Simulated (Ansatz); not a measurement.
# AlGaH (doublet): from Hartree-Fock to the top rungs at distance Al1–H3 = 1.426 Å, 6-31G

How much of the correlation energy of AlGaH (doublet) does each wave-function method recover here?

The runs use Ansatz 0.2.0, Gaussian basis; 6-31G, core rule «outside noble gas», up to 19 orbitals frozen.

Plan: UHF; CCSD(T) on ROHF; CCSD(T) on UHF; BCCD(T) on ROHF; CISD; CCSDT(Q) on ROHF; CCSDT(Q) on UHF; CASSCF and MRCISD+Q, 3 electrons in 3 orbitals; CASSCF and NEVPT2, 3 electrons in 3 orbitals; CASSCF and MRCISD+Q, 7 electrons in 9 orbitals; CASSCF and NEVPT2, 7 electrons in 9 orbitals; Full CI.

21 further runs of the same task are left out: 2 for a known fault of the program, 15 that didn't finish, 4 set aside as unsound or not needed.

### 1 The geometry

The geometry derives from a PBE0/def2-TZVP stationary point (not a proven minimum). One bond is set to the value named and the two fragments are kept rigid. No spin-orbit coupling is included. The filled d shell of Ga may be among the frozen orbitals whatever the setting's name suggests; the logs give the count.

3 atoms, charge 0, spin multiplicity 2.

Atoms are counted from 1 here; the program's logs count them from 0.

Bond lengths: Al1–Ga2 2.670 Å, Al1–H3 1.426 Å. Angles: Ga2–Al1–H3 180.0°.

### 2 UHF

Input file in.yaml:

```yaml
crystal:
  periodic: [false, false, false]
  atoms:
    - {symbol: Al, position_ang: [0.000000, 0.000000, 0.414833]}
    - {symbol: Ga, position_ang: [0.000000, 0.000000, -2.255667]}
    - {symbol: H, position_ang: [0.000000, 0.000000, 1.840833]}
basis:
  gaussian: {orbitals: 6-31G}
magnetization: {spin_polarized: true, initial_magnetization: 1}
hamiltonian: {xc: hf}
output: {orbitals: {seedname: orbitals}}
```

Started as:

```
ansatz run in.yaml --threads 1 --pin off --events-out ev --progress --plain --max-ram 2393MiB
```

The runs that follow: CCSD(T) on ROHF; CCSD(T) on UHF; BCCD(T) on ROHF; CISD; CCSDT(Q) on ROHF; CCSDT(Q) on UHF; CASSCF and MRCISD+Q, 3 electrons in 3 orbitals; CASSCF and NEVPT2, 3 electrons in 3 orbitals; CASSCF and MRCISD+Q, 7 electrons in 9 orbitals; CASSCF and NEVPT2, 7 electrons in 9 orbitals; Full CI.

Q: Predict the results of all the runs planned. Wanted: FCI below the RHF energy; RMP2 from FCI; UMP2 from FCI; RCCSD from FCI; RCCSD(T) from FCI; UCCSD(T) from FCI; RCCSDT(Q) from FCI; UCCSDT(Q) from FCI; NEVPT2 valence from FCI.

**Answer**, as computed:

| quantity | value |
| --- | --- |
| FCI below the RHF energy | -2.2223 eV |
| RMP2 from FCI | +17.28 kcal/mol |
| UMP2 from FCI | +17.29 kcal/mol |
| RCCSD from FCI | +1.84 kcal/mol |
| RCCSD(T) from FCI | +0.66 kcal/mol |
| UCCSD(T) from FCI | +0.67 kcal/mol |
| RCCSDT(Q) from FCI | +0.03 kcal/mol |
| UCCSDT(Q) from FCI | +0.03 kcal/mol |
| NEVPT2 valence from FCI | +3.96 kcal/mol |
| MRCISD+Q valence from FCI | +0.08 kcal/mol |
| levels within 1 kcal/mol (43 meV) | RCCSD(T), UCCSD(T), BCCD(T), RCCSDT, UCCSDT, RCCSDT(Q), UCCSDT(Q), MRCISD valence, MRCISD+Q valence |
| T1 diagnostic | 0.022 |
| effectively unpaired electrons | 1.10 |

What this shows: RCCSD(T) lands +0.66 kcal/mol from the yardstick (1.3 % of the correlation energy). One determinant dominates. Of the multireference levels listed MRCISD+Q valence comes nearest in total energy (+0.08 kcal/mol), which doesn't show that its space is the better one. These misses are within one basis, not against nature; the frozen cores of restricted and unrestricted runs differ, which can shift their rows.
